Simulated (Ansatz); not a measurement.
The system is NaLaMnMoO6.

```
Na La Mn Mo O
1.0
     5.55735    0.00000    0.00000
     0.00000    5.59794    0.00000
    -0.06214    0.00000    8.02462
Na La Mn Mo O
2 2 2 2 12
Direct
  0.75008 0.51572 0.49924
  0.24992 0.01572 0.50076
  0.25715 0.95896 0.99937
  0.74285 0.45896 0.00063
  0.24767 0.48762 0.25607
  0.75233 0.98762 0.74393
  0.75559 0.99666 0.27090
  0.24441 0.49666 0.72910
  0.67335 0.97830 0.49061
  0.03402 0.81017 0.27726
  0.93353 0.28910 0.28026
  0.47817 0.20966 0.19922
  0.54435 0.73563 0.20079
  0.82956 0.01818 0.00392
  0.32665 0.47830 0.50939
  0.96598 0.31017 0.72274
  0.06647 0.78910 0.71974
  0.52183 0.70966 0.80078
  0.45565 0.23563 0.79921
  0.17044 0.51818 0.99608
```

The cell was built by a generator and needn't be a form met in nature.

Base run:

| Quantity | Value |
| --- | --- |
| Program | Ansatz 0.2.0 |
| Functional | PBE |
| Potentials or basis | SPMS NC |
| Cutoff | 1034 eV (not typed: the program's choice for these potentials) |
| k mesh | 5 × 5 × 4 |
| Occupations | fermi-dirac, width 0.05 eV |
| Spin | collinear spin, ferromagnetic start |
| Starting moments | [0.0, 0.0, 0.0, 0.0, 4.0, 4.0, 1.0, 1.0, 0.0, 0.0, 0.0, 0.0, 0.0, 0.0, 0.0, 0.0, 0.0, 0.0, 0.0, 0.0] μB |

Its results: band gap on the k mesh 0.20 eV, indirect (least direct gap 0.24 eV); pressure 0.2 GPa; net moment 9.98 μB per cell; site moments Na +0.00; La +0.01; Mn +3.83; Mo +0.19; O +0.02, +0.04, +0.03, +0.06 μB; largest force 0.080 eV/Å.

**Question.** The run is repeated on the same cell with these changes: potentials or basis from SPMS NC to PseudoDojo standard (PBE files); cutoff from 1034 eV (not typed: the program's choice for these potentials) to 1497 eV. What comes out?

**Answer.** Band gap on the k mesh 0.19 eV, indirect (least direct gap 0.23 eV); pressure -0.2 GPa; net moment 9.98 μB per cell; site moments Na +0.00; La +0.01; Mn +3.83; Mo +0.19; O +0.02, +0.04, +0.03, +0.06 μB; largest force 0.067 eV/Å.

Caveats: odd divisions of the mesh miss points on the zone boundary, where band edges often lie, so the gap on the mesh can be too wide; spin-orbit coupling is left out, which moves the levels of the heavy elements; only a ferromagnetic start was run, and an antiferromagnetic order may lie lower in energy.

A k mesh can miss the band edges.
